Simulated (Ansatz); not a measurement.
Crystal: Hf2Pd2Se2Br2O3.

```
CELL_PARAMETERS angstrom
5.75899 0.00000 0.00000
-2.87949 4.98743 0.00000
0.00000 0.00000 8.52547
ATOMIC_POSITIONS crystal
Hf 0.33333 0.66667 0.54201
Hf 0.66667 0.33333 0.54201
Pd 0.33333 0.66667 0.12880
Pd 0.66667 0.33333 0.12880
Se 0.33333 0.66667 0.85572
Se 0.66667 0.33333 0.85572
Br 0.00000 0.00000 0.13895
Br 0.00000 0.00000 0.65384
O 0.50000 0.00000 0.42963
O 0.00000 0.50000 0.42963
O 0.50000 0.50000 0.42963
```

The cell was built by a generator and needn't be a form met in nature.

```yaml
Program: Ansatz 0.2.0
Task: relaxation of cell and atoms
Functional: PBE
Dispersion: D4
Potentials_or_basis: Ansatz PAW
Cutoff: "420 eV (not typed: the program's choice for these potentials)"
k_mesh: 4 × 4 × 3
Occupations: fermi-dirac, width 0.05 eV
Spin: no spin polarisation
```

At the start: volume 22.26 Å³/atom.

**Question.** How do energy, volume and symmetry change on relaxing?

**Answer.** It ends after 8 steps and the volume is 20.83 Å³/atom (-6.4 %); space group P6mm (No. 183, to 0.05 Å).

The path:
| step | energy change (eV) | largest force (eV/Å) | volume (Å³) |
| --- | --- | --- | --- |
| 1 | 0.0000 | 0.1418 | 244.87 |
| 2 | -0.1106 | 0.4638 | 230.17 |
| 3 | -0.1156 | 0.1298 | 230.03 |
| 4 | -0.1202 | 0.0325 | 229.73 |
| 5 | -0.1205 | 0.0034 | 229.59 |
| 6 | -0.1085 | 0.0034 | 229.59 |
| 7 | -0.1090 | 0.0018 | 229.13 |
| 8 | -0.1084 | 0.0019 | 229.13 |

Final structure:
```xyz
11
Lattice="5.6570 0.0000 0.0000 -2.8285 4.8991 0.0000 0.0000 0.0000 8.2676" Properties=species:S:1:pos:R:3 pbc="T T T"
Hf    0.0000    3.2661    4.4707
Hf    2.8285    1.6330    4.4707
Pd    0.0000    3.2661    1.1581
Pd    2.8285    1.6330    1.1581
Se    0.0000    3.2661    7.1168
Se    2.8285    1.6330    7.1168
Br    0.0000    0.0000    1.1578
Br    0.0000    0.0000    5.4003
O     2.8285    0.0000    3.4675
O    -1.4143    2.4496    3.4675
O     1.4143    2.4496    3.4675
```

Caveat: the plane-wave basis is chosen anew once the cell has moved, so the energies of steps on either side of that aren't comparable; pairwise dispersion overbinds metals, which lowers pressure and volume.
